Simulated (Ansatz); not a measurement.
# FGeH7Si2: small, medium and large basis sets

How large a basis does FGeH7Si2 need? Two functionals are run in growing sets.

Program: Ansatz 0.2.0, Gaussian basis. Level of theory: one geometry, several basis sets. These are calculated values, not measurements.

The runs, in order: PBE0-D4/def2-SVP; ωB97M-V/def2-SVP; PBE0-D4/def2-QZVPP; ωB97M-V/def2-QZVPP; the functionals' def2-TZVPP values are taken from earlier runs.

## 1. Structure used throughout

The geometry comes from an earlier relaxation with PBE0-D4 in a triple-zeta def2 set; it is a stationary point, not always the lowest conformer.

SMILES `[F][GeH]([SiH3])[SiH3]`, 11 atoms, charge 0, spin multiplicity 1.

Atoms are counted from 1 here; the program's logs count them from 0.

Bond lengths: F1–Ge2 1.760 Å, Ge2–Si3 2.389 Å, Ge2–Si4 2.389 Å, Ge2–H5 1.544 Å, Si3–H6 1.485 Å, Si3–H7 1.488 Å, Si3–H8 1.485 Å, Si4–H9 1.485 Å, Si4–H10 1.488 Å, Si4–H11 1.485 Å. Angles: F1–Ge2–Si3 106.0°, F1–Ge2–Si4 106.0°, F1–Ge2–H5 104.8°, Si3–Ge2–Si4 115.3°, Si3–Ge2–H5 111.9°, Si4–Ge2–H5 111.9°, Ge2–Si3–H6 110.5°, Ge2–Si3–H7 108.3°, Ge2–Si3–H8 109.5°, H6–Si3–H7 109.5°, H6–Si3–H8 109.9°, H7–Si3–H8 109.2°, Ge2–Si4–H9 109.4°, Ge2–Si4–H10 108.3°, Ge2–Si4–H11 110.5°, H9–Si4–H10 109.2°, H9–Si4–H11 109.9°, H10–Si4–H11 109.5°.

## 2. PBE0-D4 in def2-SVP

in.yaml

```yaml
crystal:
  periodic: [false, false, false]
  atoms:
    - {symbol: F, position_ang: [-2.021253, 1.100685, 0.322854]}
    - {symbol: Ge, position_ang: [-0.366609, 0.790278, -0.189027]}
    - {symbol: Si, position_ang: [0.880643, 0.412230, 1.812709]}
    - {symbol: Si, position_ang: [-0.479981, -1.065243, -1.688899]}
    - {symbol: H, position_ang: [0.073183, 2.085035, -0.906072]}
    - {symbol: H, position_ang: [0.790928, 1.590441, 2.712099]}
    - {symbol: H, position_ang: [2.301940, 0.179136, 1.440428]}
    - {symbol: H, position_ang: [0.353533, -0.791787, 2.504132]}
    - {symbol: H, position_ang: [-0.999200, -2.254246, -0.966240]}
    - {symbol: H, position_ang: [0.894279, -1.353380, -2.180220]}
    - {symbol: H, position_ang: [-1.362065, -0.750051, -2.841164]}
basis:
  gaussian: {orbitals: def2-SVP}
hamiltonian: {xc: pbe0, dispersion: d4}
output: {orbitals: {seedname: orbitals}}
```

After this run come: ωB97M-V in def2-SVP; PBE0-D4 in def2-QZVPP; ωB97M-V in def2-QZVPP.

**Question.** What will the summary of the whole plan be? Wanted: PBE0-D4: double and triple zeta above quadruple; ωB97M-V: double and triple zeta above quadruple.

**Answer**, as computed:

| quantity | value |
| --- | --- |
| PBE0-D4: double and triple zeta above quadruple | 18.10, 1.92 eV |
| ωB97M-V: double and triple zeta above quadruple | 18.17, 1.84 eV |

**Reading.** For PBE0-D4 the step from double to triple zeta gains 16.18 eV and the next only 1.92 eV. These are total energies; as a rule much of such shifts cancels in differences, which this series doesn't test.
